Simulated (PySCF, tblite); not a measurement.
# C4H13NOSi: geometry, infrared bands and NMR shifts

Wanted: the infrared bands and NMR shifts of C4H13NOSi (`CO[SiH2]NC(C)C`), by calculation.

Programs: tblite 0.8.0 and PySCF 2.14.0, with density-fitted response routines of our own. Each step states its level of theory. These are calculated values for one molecule in the gas phase, unless marked as measured. Atoms count from 0, in the outputs and in this text.

**1. The molecule as given**

20 atoms, charge 0, multiplicity 1; geometry from: force field or distance geometry start.

Bonds of the start (Å): C0–O1 1.42, O1–Si2 1.70, Si2–N3 1.78, N3–C4 1.45, C4–C5 1.53, C4–C6 1.53, C0–H7 1.12, C0–H8 1.10, C0–H9 1.10, Si2–H10 1.49, Si2–H11 1.48, N3–H12 1.01, C4–H13 1.10, C5–H14 1.12, C5–H15 1.11, C5–H16 1.11, C6–H17 1.10, C6–H18 1.10, C6–H19 1.13.

**2. Optimising the geometry with GFN2-xTB**

Job settings and geometry (Å):

```
{"job": {"kind": "relax", "xc": "GFN2-xTB", "basis": "xTB"}, "charge": 0, "multiplicity": 1}
C      3.275300    -0.375100     0.333600
O      2.176100    -1.161800    -0.088600
Si     1.171700    -0.085400    -0.934500
N     -0.492600    -0.695800    -1.035600
C     -1.227100    -0.301600     0.153500
C     -1.252400     1.224800     0.199500
C     -2.702500    -0.688600     0.019300
H      3.191300     0.650000    -0.102000
H      3.370700    -0.330300     1.428700
H      4.167800    -0.826800    -0.131500
H      1.242400     1.197300    -0.182500
H      1.729700     0.076900    -2.291000
H     -0.986300    -0.538000    -1.900600
H     -0.761700    -0.732600     1.050700
H     -0.805700     1.551500     1.168500
H     -2.280300     1.625400     0.127000
H     -0.690300     1.607100    -0.674900
H     -3.119500    -0.076500    -0.796000
H     -2.837500    -1.767400    -0.146700
H     -3.174100    -0.342400     0.980600
```

On the command line:

```sh
$ OMP_NUM_THREADS=1 python probes_run.py task.json out
```

The driver reads the jobs from task.json and runs them one after another.

**Question.** This job is followed by: GFN2-xTB harmonic vibrations, gas phase; GIAO PBE0/pcSseg-1 NMR shielding, non-relativistic, gas phase. Predict these results of the whole session: strongest single infrared mode (GFN2-xTB); zero-point energy (GFN2-xTB); ¹³C shifts against TMS (PBE0/pcSseg-1, means over atoms taken as alike); ¹H shifts against TMS (PBE0/pcSseg-1, means over atoms taken as alike); ¹⁷O shifts against H2O (PBE0/pcSseg-1); ²⁹Si shifts against TMS (PBE0/pcSseg-1); ¹⁵N shifts against NH3 (PBE0/pcSseg-1).

**Answer**, as computed:

```
                                                               quantity                              value
                              strongest single infrared mode (GFN2-xTB)              2126 cm⁻¹, 401 km/mol
                                           zero-point energy (GFN2-xTB)                     104.7 kcal/mol
¹³C shifts against TMS (PBE0/pcSseg-1, means over atoms taken as alike)               51.9, 43.5, 28.7 ppm
 ¹H shifts against TMS (PBE0/pcSseg-1, means over atoms taken as alike)  5.10, 3.87, 3.32, 1.05, -0.73 ppm
                                 ¹⁷O shifts against H2O (PBE0/pcSseg-1)                           -1.8 ppm
                                ²⁹Si shifts against TMS (PBE0/pcSseg-1)                          -32.9 ppm
                                 ¹⁵N shifts against NH3 (PBE0/pcSseg-1)                           57.3 ppm
```

**Reading.** Over 115 steps the energy fell by 1.351 eV; of the close pairs, O1–Si2 changed most, 1.698 to 1.624 Å. All 54 modes are real, so the xTB geometry is a minimum. The strongest single mode, at 2126 cm⁻¹, moves mainly H10. Unscaled tight-binding wavenumbers are off by several per cent, some by more. Its intensities can rank the bands wrongly. C0 (methyl carbon bonded to O) lies farthest downfield among carbon, at 51.9 ppm; deshielded by the electronegative neighbour. At PBE0/pcSseg-1: Shielding is most anisotropic at Si2 (span 90 ppm, paramagnetic term -501 ppm).
